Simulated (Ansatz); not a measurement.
# AsBFH5Si: the cost of one run

Program: the Python package of Ansatz 0.2.0. Level of theory: r2SCAN+D3(BJ)/def2-SVP. These are calculated values, not measurements.

## (1) The structure

Bond lengths: B1–Si2 1.891 Å, Si2–F3 1.656 Å, Si2–As4 2.299 Å, B1–H5 1.246 Å, B1–H6 1.159 Å, Si2–H7 1.471 Å, As4–H8 1.599 Å, As4–H9 1.625 Å. Angles: B1–Si2–F3 108.3°, B1–Si2–As4 110.6°, B1–Si2–H7 111.7°, F3–Si2–As4 108.2°, F3–Si2–H7 108.3°, As4–Si2–H7 109.7°, Si2–B1–H5 118.6°, Si2–B1–H6 125.0°, H5–B1–H6 116.3°, Si2–As4–H8 90.2°, Si2–As4–H9 91.2°, H8–As4–H9 90.5°.

No structure file is read: the coordinates are typed or built in the script.

## (2) Script

Input file asbfh5si.py:

```python
# -*- coding: utf-8 -*-
"""X-H bond energies and deprotonation of AsBFH5Si without relaxation."""

import ansatz as az


def total_energy(molecule, charge=0, unpaired=0):
    calc = (
        molecule.calculation()
        .basis(gaussian="def2-SVP")  # atom-centred Gaussian functions
        .functional("r2scan", dispersion="d3bj")  # exchange and correlation
    )
    if charge:
        calc = calc.charge(charge)
    if unpaired:
        calc = calc.spin("collinear", total=unpaired)
    report = calc.run(threads=1).report
    if report["published_state_doubts"]:
        print("  doubts:", report["published_state_doubts"])
    return report["free_energy_ev"]

GEOMETRY = """
B    -0.71310    1.02520    0.66640
Si    0.73500    0.36710   -0.35640
F     2.12960    0.61030    0.50190
As    0.50340   -1.88970   -0.72770
H    -1.43120    1.91950    0.17890
H    -1.00930    0.64650    1.72110
H     0.85580    1.07090   -1.64210
H    -1.01740   -1.66720   -1.16960
H     0.03570   -2.12880    0.81040
"""

def without(molecule, index):
    rest = az.Crystal.molecule()
    for i, site in enumerate(molecule.cartesian_sites):
        if i != index:
            rest = rest.atom(site.symbol, site.position_ang)
    return rest

system = az.Crystal.molecule()
for line in GEOMETRY.strip().splitlines():
    symbol, *xyz = line.split()
    system = system.atom(symbol, [float(v) for v in xyz])

whole = total_energy(system, 0)
hydrogen = total_energy(az.Crystal.molecule().atom("H", (0, 0, 0)), 0, 1)
print(f"E(molecule) = {whole:.5f} eV, E(H) = {hydrogen:.5f} eV")
for index in [5, 6, 8]:
    radical = total_energy(without(system, index), 0, 1)
    print(f"H{index}: homolysis {(radical + hydrogen - whole):.3f} eV")
    anion = total_energy(without(system, index), -1)
    print(f"H{index}: loss of a proton {(anion - whole):.3f} eV")
```

## (3) The run

Run with:

```
> python asbfh5si.py
```

Q: Estimate wall time and peak memory on 1 thread of Arm Neoverse N1, shared host.

About 2 min, with a peak of 0.27 GiB.
